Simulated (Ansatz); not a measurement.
# SnH2F (SMILES [F][SnH2]): U-wB97X/STO-3G

Aim: the energy change on altering one bond length of SnH2F at U-wB97X/STO-3G, from 2 runs. 

The calculation is run with Ansatz 0.2.0.

59 further runs of the same task are left out: 7 that didn't finish, 52 set aside as unsound or not needed.

### Step 1. The molecule

SnH2F: 4 atoms, total charge 0, spin state doublet. As SMILES, `[F][SnH2]`. Geometry: relaxed at PBE0-D4/def2-TZVP.

Bond lengths: F1–Sn2 1.932 Å, Sn2–H3 1.726 Å, Sn2–H4 1.726 Å. Angles: F1–Sn2–H3 103.3°, F1–Sn2–H4 103.3°, H3–Sn2–H4 113.3°.

### Step 2. A single-point energy at U-wB97X/STO-3G

Input file run.yaml:

```yaml
crystal:
  periodic: [false, false, false]
  atoms:
    - {symbol: F, position_ang: [-1.552600, -0.190000, 0.640700]}
    - {symbol: Sn, position_ang: [0.028300, -0.242200, -0.468300]}
    - {symbol: H, position_ang: [1.184100, -1.054400, 0.524100]}
    - {symbol: H, position_ang: [0.395700, 1.426200, -0.716700]}
basis:
  gaussian:
    orbitals: STO-3G
magnetization:
  spin_polarized: true
  initial_magnetization: 1
hamiltonian:
  xc: {name: wB97X}
accuracy: high
```

On the command line:

```bash
$ ansatz run run.yaml --threads 1 --pin off --max-ram 2610MiB --events-out events.jsonl --progress --plain --runs-dir runs
```

Output:

```text
Warning: RAYON_NUM_THREADS=1 ignored (pool sized by the plan → 1); use --threads N
Functional definition: wB97X
  name "wB97X"
  parameter omega = 0.3/bohr
  parameter cx = 0.157706
  parameter cx1 = 0.726479
  parameter cx2 = 1.04760
  parameter cx3 = -5.70635
  parameter cx4 = 13.2794
  parameter css1 = -4.33879
  parameter css2 = 18.2308
  parameter css3 = -31.7430
  parameter css4 = 17.2901
  parameter cos1 = 2.37031
  parameter cos2 = -11.3995
  parameter cos3 = 6.58405
  parameter cos4 = -3.78132
  exchange = spin_sum(e_x_unif_sr(omega)*poly(b97_u_x, 1 - cx, cx1, cx2, cx3, cx4)) + cx*exact_x_sr(omega)
      + exact_x_lr(omega)
  correlation = spin_sum(e_c_pw_same_spin*poly(b97_u_same, 1, css1, css2, css3, css4))
      + integral(e_c_pw_opposite_spin*poly(b97_u_opposite, 1, cos1, cos2, cos3, cos4))
612 factors; integrals over basis functions are off by at most 4.8e-9 eV
133 factors; integrals over basis functions are off by at most 6.8e-10 eV
mean field evaluation 1: about -165035.6725 eV, gradient 1.1e1 eV
mean field evaluation 2: about -165036.1246 eV, gradient 1.3e1 eV
mean field evaluation 4: about -165037.3054 eV, gradient 3.1e-1 eV
mean field evaluation 8: about -165037.2471 eV, gradient 7.8e-3 eV
mean field evaluation 16: about -165037.2471 eV, gradient 1.0e-5 eV
mean field -165037.24710392 eV, -6065.0069648050 hartree, gradient 5.6e-8 eV, S^2 0.751985; 0 other end points of the search recorded, 0 dependent functions left out
reference -165037.24710257 eV, -6065.0069647555 hartree; 31, 30 occupied and 3, 4 virtual orbitals, 612 factors
Total energy: -165037.24710257 eV, -6065.0069647555 hartree
```

It took 12 s on 1 thread of Arm Neoverse V2, shared host; peak memory 0.42 GiB.

### Step 3. The distorted shape, same level

Input file input.yaml:

```yaml
crystal:
  periodic: [false, false, false]
  atoms:
    - {symbol: F, position_ang: [-1.644445, -0.607078, 0.702797]}
    - {symbol: Sn, position_ang: [-0.063545, -0.659278, -0.406203]}
    - {symbol: H, position_ang: [1.092255, -1.471478, 0.586197]}
    - {symbol: H, position_ang: [0.395700, 1.426200, -0.716700]}
basis:
  gaussian:
    orbitals: STO-3G
accuracy: high
hamiltonian:
  xc: {name: wB97X}
magnetization:
  spin_polarized: true
  initial_magnetization: 1
```

On the command line:

```bash
$ ansatz run input.yaml --threads 1 --pin off --max-ram 2610MiB --events-out events.jsonl --progress --plain --runs-dir runs
```

Output (excerpt; [...] marks lines left out):

```text
Warning: RAYON_NUM_THREADS=1 ignored (pool sized by the plan → 1); use --threads N
Functional definition: wB97X
  name "wB97X"
[...]
      + exact_x_lr(omega)
[...]
      + integral(e_c_pw_opposite_spin*poly(b97_u_opposite, 1, cos1, cos2, cos3, cos4))
612 factors; integrals over basis functions are off by at most 4.8e-9 eV
135 factors; integrals over basis functions are off by at most 5.7e-10 eV
[...]
mean field -165035.89158783 eV, -6064.9571505076 hartree, gradient 5.1e-8 eV, S^2 0.754056; 0 other end points of the search recorded, 0 dependent functions left out
reference -165035.89158643 eV, -6064.9571504563 hartree; 31, 30 occupied and 3, 4 virtual orbitals, 612 factors
Total energy: -165035.89158643 eV, -6064.9571504563 hartree
```

Wall time 13 s (1 thread of Arm Neoverse V2, shared host); peak memory 0.42 GiB.

### Step 4. Outcome

At U-wB97X/STO-3G:

| quantity | value |
| --- | --- |
| first shape: total energy | -6065.00696 Eh |
| first shape: ⟨S²⟩ | 0.752 |
| distorted shape: total energy | -6064.95715 Eh |
| distorted shape: ⟨S²⟩ | 0.754 |
| energy change with the Sn2–H4 bond stretched from 1.726 to 2.158 Å | 1.356 eV |

**Reading.** With the Sn2–H4 bond stretched from 1.726 to 2.158 Å the energy rises by 1.36 eV (31 kcal/mol). The first shape isn't relaxed at this level, so the change isn't measured from a minimum. The minimal basis adds a large error of its own. Relativity is left out (first shape) although the molecule holds a heavy atom. Relativity is left out (distorted shape) although the molecule holds a heavy atom.
